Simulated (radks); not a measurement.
**Taking charge from the 3d level of Fe in fractions**

One table from this session's results is given with a row withheld; the runs are named, their logs left out.

Method: non-relativistic Kohn-Sham, PBE, spin-unpolarised, spherical densities, point nucleus. Code: radks (a radial shooting solver on a logarithmic mesh, Libxc functionals) version 1.

## What is computed

- element: iron (Z = 26)
- charge: 0
- electrons: 26
- configuration: [Ar] 3d6 4s2

The outer shells:

Fe
```
[Ar] core
3d [↑↓][↑ ][↑ ][↑ ][↑ ]
4s [↑↓]
```

The first run:

Input:

```text
Z 26
configuration [Ar] 3d6 4s2
relativity non-relativistic
functional pbe,pbe
spin unpolarised
nucleus point
```

Steps of the session up to this table: Start: [Ar] 3d6 4s2.

One table of the session follows, with a row left open; its other results are not shown here.

It belongs to the step «Start: [Ar] 3d6 4s2». Sizes of the orbitals, from the radial functions (bohr):

```
level      <r>  outermost maximum (interpolated)  90 % within  nodes
   1s  0.05915                            0.0390        0.105      0
   2s        ?                                 ?            ?      ?
   2p   0.2367                             0.181        0.387      0
   3s   0.8195                             0.708         1.23      2
   3p   0.8613                             0.716         1.33      1
   3d    1.132                             0.710         2.00      0
   4s    3.025                              2.44         4.63      3
```

Estimate the missing values for 2s.

As computed: <r>: 0.2700; outermost maximum (interpolated): 0.225; 90 % within: 0.418; nodes: 1. In the column «<r>» it lies between 2p (0.2367) and 3s (0.8195).
